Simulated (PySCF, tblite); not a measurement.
# C5H9GeNSe: geometry, infrared bands and NMR shifts

Aim: predict the infrared bands and NMR shifts of C5H9GeNSe (`N#[C][Ge@@H]1[CH2]CC[Se][CH2]1`).

The runs use tblite 0.8.0 and PySCF 2.14.0, with density-fitted response routines of our own; the level of theory stands in each step. All values are computed, except where a source is named. Atoms are numbered from 0 throughout.

**1. The molecule as given**

17 atoms, charge 0, multiplicity 1; geometry from: force field or distance geometry start.

Bonds of the start (Å): N0–C1 1.16, C1–Ge2 1.89, Ge2–C3 1.95, C3–C4 1.52, C4–C5 1.54, C5–Se6 1.96, Se6–C7 1.96, C7–Ge2 1.95, Ge2–H8 1.54, C3–H9 1.11, C3–H10 1.12, C4–H11 1.12, C4–H12 1.12, C5–H13 1.11, C5–H14 1.11, C7–H15 1.11, C7–H16 1.11.

**2. Optimising the geometry with GFN2-xTB**

The job: settings as JSON, then the geometry in Å.

```
{"job": {"kind": "relax", "xc": "GFN2-xTB", "basis": "xTB"}, "charge": 0, "multiplicity": 1}
N      1.412600    -3.077700    -1.447500
C      1.406700    -2.067700    -0.879200
Ge     1.431200    -0.433900     0.078200
C     -0.056500    -0.383600     1.333300
C     -1.405400    -0.309600     0.628000
C     -1.570400     0.981300    -0.198600
Se    -0.657400     0.869800    -1.932600
C      1.127800     1.041700    -1.153100
H      2.777000    -0.254200     0.815000
H      0.065400     0.481000     2.021000
H     -0.023000    -1.317600     1.953600
H     -1.545700    -1.197800    -0.033700
H     -2.210400    -0.336300     1.400600
H     -1.195500     1.862500     0.370600
H     -2.648300     1.147200    -0.400500
H      1.203200     2.002500    -0.603100
H      1.881600     1.004500    -1.962200
```

The run is started by

```console
$ OMP_NUM_THREADS=1 python probes_run.py task.json out
```

The driver reads the jobs from task.json and runs them one after another.

**Question.** This job is followed by: GFN2-xTB harmonic vibrations, gas phase; GIAO PBE0/pcSseg-1 NMR shielding, non-relativistic, gas phase. What will the session give for the following? strongest single infrared mode (GFN2-xTB); zero-point energy (GFN2-xTB); ¹³C shifts against TMS (PBE0/pcSseg-1); ¹H shifts against TMS (PBE0/pcSseg-1); ¹⁵N shifts against NH3 (PBE0/pcSseg-1); ⁷³Ge shifts against GeMe4 (PBE0/pcSseg-1); ⁷⁷Se shifts against Me2Se (PBE0/pcSseg-1); surface potential, 1st and 99th percentile.

**Answer**, as computed:

| quantity | value |
| --- | --- |
| strongest single infrared mode (GFN2-xTB) | 1891 cm⁻¹, 519 km/mol |
| zero-point energy (GFN2-xTB) | 77.5 kcal/mol |
| ¹³C shifts against TMS (PBE0/pcSseg-1) | 123.2, 36.5, 32.3, 19.0, 15.3 ppm |
| ¹H shifts against TMS (PBE0/pcSseg-1) | 4.73, 2.55, 2.54, 2.47, 2.45, 2.35, 1.79, 1.59, 1.07 ppm |
| ¹⁵N shifts against NH3 (PBE0/pcSseg-1) | 361.9 ppm |
| ⁷³Ge shifts against GeMe4 (PBE0/pcSseg-1) | -151 ppm |
| ⁷⁷Se shifts against Me2Se (PBE0/pcSseg-1) | 206 ppm |
| surface potential, 1st and 99th percentile | -1.84 V and 1.43 V |

In words: The optimisation took 37 steps and gained 0.171 eV; among the close pairs (by a distance rule), Ge2–C3 changed most, from 1.947 to 1.984 Å. All 45 modes are real, so the xTB geometry is a minimum. The strongest single mode, at 1891 cm⁻¹, moves mainly H8. GFN2-xTB is a fitted tight-binding method: band positions and strengths are rough. Its intensities can rank the bands wrongly. The most deshielded carbon is C1 (nitrile carbon), at 123.2 ppm: this is the usual window of a C≡N carbon, which has no attached hydrogen. At PBE0/pcSseg-1: The widest tensor belongs to Se6: span 755 ppm, with a paramagnetic part of -1446 ppm. At PBE0/pcSseg-1, counted by nearest atom on the grid, the HOMO lies on Se6 77 %, the LUMO on Se6 19 %; C1 15 %. Spin-orbit coupling is left out, which matters for shieldings and couplings at and beside the heavy atoms.
